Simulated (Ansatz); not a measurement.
# SnW4: the cost of one run

Program: Ansatz 0.2.0. Level of theory: DFT PBE, scalar-relativistic, plane waves, PAW. These are calculated values, not measurements.

## 1. The structure to begin with

It takes space group P4/mmm (No. 123, tetragonal). Conventional cell: a = 4.588 Å, b = 4.588 Å, c = 8.922 Å, α = 90.00°, β = 90.00°, γ = 90.00°. Sn (site symmetry 4/mmm) has 4 W at 2.29 Å as nearest neighbours. W (site symmetry mmm) is surrounded by 2 Sn at 2.29 Å and 4 W at 2.63 Å. Around W (site symmetry 4mm) lie 5 W at 2.57 to 2.63 Å.

Structure file:

```cif
data_structure
_symmetry_space_group_name_H-M 'P 1'
_symmetry_Int_Tables_number 1
_cell_length_a 4.5878
_cell_length_b 4.5878
_cell_length_c 8.9221
_cell_angle_alpha 90.000
_cell_angle_beta 90.000
_cell_angle_gamma 90.000
_cell_volume 187.79
loop_
_atom_site_label
_atom_site_type_symbol
_atom_site_fract_x
_atom_site_fract_y
_atom_site_fract_z
_atom_site_occupancy
Sn1 Sn 0.00000 0.00000 0.50000 1
W1 W 0.00000 0.50000 0.50000 1
W2 W 0.50000 0.00000 0.50000 1
W3 W 0.50000 0.50000 0.35584 1
W4 W 0.50000 0.50000 0.64416 1
```

The cell is invented: random cell by space group and Wyckoff sites (P4/mmm, No. 123). The dimensions are guesses.

## 2. The guess as it stands, on a coarse mesh

File input.yaml:

```yaml
crystal:
  lattice:
    - [4.58775678, 0.0, 0.0]
    - [0.0, 4.58775678, 0.0]
    - [0.0, 0.0, 8.92211031]
  atoms:
    - { symbol: Sn, position: [0.0, 0.0, 0.5] }
    - { symbol: W, position: [0.0, 0.5, 0.5] }
    - { symbol: W, position: [0.5, 0.0, 0.5] }
    - { symbol: W, position: [0.5, 0.5, 0.35583794] }
    - { symbol: W, position: [0.5, 0.5, 0.64416206] }
basis:
  ecutwfc: 420
kpoints:
  mp_grid: { grid: [4, 4, 2] }
hamiltonian:
  xc: pbe
scf:
  occupations: { method: gaussian, width: 0.1 }
  lower_state_search: "off"
output:
  forces: true
  stress: true
  eigenvalues: true
```

The run is started by

```console
$ ansatz run input.yaml --threads 1 --pin off --max-ram 2560MiB --backend cpu --events-out ev --progress --plain --runs-dir out
```

What time and memory should one allow on 1 thread of Arm Neoverse V1, shared host?

About 6.2 s, with a peak of 0.45 GiB.
